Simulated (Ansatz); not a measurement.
AlH₄NSe, SMILES [NH2][AlH][SeH], a rigid scan of one bond length

Program: Ansatz 0.2.0, Python API.

`scan.py`:
```python
'''Potential curve of AlH4NSe along one bond.'''

import ansatz as az
from ase import Atoms
import numpy as np


def main() -> None:
    atoms = Atoms(['N', 'Al', 'Se', 'H', 'H', 'H', 'H'], positions=[
        (-1.1708, 0.6524, -0.7194),
        (-0.2425, -0.1054, 0.6992),
        (1.5533, -1.586, 0.2043),
        (-1.5157, -0.0736, -1.3201),
        (-0.5256, 1.2086, -1.335),
        (-0.6287, 0.2367, 2.2132),
        (2.5912, -0.4008, 0.2122),
    ])
    geometry = az.Crystal.molecule_from_ase(atoms)

    symbols = [site.symbol for site in geometry.cartesian_sites]
    start = np.array([site.position_ang for site in geometry.cartesian_sites])
    axis = (start[4] - start[0]) / np.linalg.norm(start[4] - start[0])
    moving = [4]
    lengths, energies = [0.925, 0.967, 1.009, 1.051, 1.093, 1.135, 1.177, 1.24], []
    for length in lengths:
        xyz = start.copy()
        xyz[moving] += (length - np.linalg.norm(start[4] - start[0])) * axis
        point = az.Crystal.molecule()
        for symbol, place in zip(symbols, xyz):
            point = point.atom(symbol, place.tolist())
        job = (
            point.calculation()
            .basis(gaussian='def2-SVP')
            .functional('PBE0')
        )
        r = job.run().report
        energies.append(r['free_energy_ev'])
        print(f'r = {length:6.3f} A  E = {energies[-1]:.5f} eV  <S^2> = {abs(r["mean_field"]["state"]["spin_squared"]):.3f}')

    # quartic fit about the minimum
    fit = np.polynomial.Polynomial.fit(lengths, np.array(energies) - min(energies), 4).convert()
    roots = [r.real for r in fit.deriv().roots() if abs(r.imag) < 1e-9 and fit.deriv(2)(r.real) > 0]
    r_e = min(roots, key=lambda r: abs(r - lengths[int(np.argmin(energies))]))
    print(f'minimum of the fit at {r_e:.4f} A, force constant {fit.deriv(2)(r_e):.2f} eV/A^2')


if __name__ == '__main__':
    main()
```

`python scan.py` gives:
```text
r =  0.925 A  E = -73478.81615 eV  <S^2> = 0.000
r =  0.967 A  E = -73478.99788 eV  <S^2> = 0.000
r =  1.009 A  E = -73479.06942 eV  <S^2> = 0.000
r =  1.051 A  E = -73479.05620 eV  <S^2> = 0.000
r =  1.093 A  E = -73478.97823 eV  <S^2> = 0.000
r =  1.135 A  E = -73478.85122 eV  <S^2> = 0.000
r =  1.177 A  E = -73478.68755 eV  <S^2> = 0.000
r =  1.240 A  E = -73478.39403 eV  <S^2> = 0.000
minimum of the fit at 1.0223 A, force constant 44.35 eV/A^2
```

Reading the output:
- Total energies depend on the basis set; only differences at equal settings carry meaning.
- The rest of the molecule is held rigid at a force-field or estimated start geometry, and the basis set is modest; single-reference methods fail as a bond breaks.
- The orbitals are restricted, so S² is zero by construction.
- Hardware and time: 23 s on 1 thread of Arm Neoverse V1, with other jobs on the host, peak memory 0.23 GiB.
